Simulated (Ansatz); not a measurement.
# MnSe: the cost of one run

Method: DFT LDA, with the methods named in each step, in Ansatz 0.2.0.

## 1. The structure to begin with

The structure is tetragonal, space group P4/nmm (No. 129). Conventional cell: a = 3.613 Å, b = 3.613 Å, c = 6.246 Å, α = 90.00°, β = 90.00°, γ = 90.00°. Around Mn (site symmetry -4m2) lie 4 Se at 2.39 Å and 4 Mn at 2.55 Å. Se (site symmetry 4mm) is surrounded by 4 Mn at 2.39 Å.

As a file:

```xyz
4
Lattice="3.6133 0.0000 0.0000 0.0000 3.6133 0.0000 0.0000 0.0000 6.2464" Properties=species:S:1:pos:R:3 pbc="T T T"
Mn    0.0000    0.0000    0.0000
Mn    1.8066    1.8066    0.0000
Se    1.8066    0.0000    4.6867
Se    0.0000    1.8066    1.5596
```

Elk's input and logs are in atomic units (hartree, bohr).

Atoms are numbered in the order of the input: Mn1, Mn2, Se3, Se4.

## 2. Collinear moments without spin-orbit coupling, PAW

The input, input.yaml:

```yaml
crystal:
  lattice:
    - [3.613289, 0.0, 0.0]
    - [0.0, 3.613289, 0.0]
    - [0.0, 0.0, 6.246356]
  atoms:
    - { symbol: Mn, position: [0.0, 0.0, 0.0], spin: 4.0 }
    - { symbol: Mn, position: [0.5, 0.5, 0.0], spin: -4.0 }
    - { symbol: Se, position: [0.5, 0.0, 0.750317] }
    - { symbol: Se, position: [0.0, 0.5, 0.249683] }
magnetization:
  spin_polarized: true
kpoints:
  mp_grid: { grid: [7, 7, 5] }
scf:
  occupations: { method: fermi_dirac, width: 0.05 }
  lower_state_search: "off"
hamiltonian:
  xc: lda
  pseudopotentials: { kind: paw }
output:
  forces: true
  stress: true
  eigenvalues: true
  write_density: true
  write_potential: true
  elf: true
  volumetric_format: npy
```

Launch:

```bash
ansatz run input.yaml --threads 2 --pin off --max-ram 6144MiB --backend cpu --events-out ev --progress --plain --runs-dir out
```

What time and memory should one allow on 2 threads of Arm Neoverse V2, shared host?

About 19 s, with a peak of 0.43 GiB.
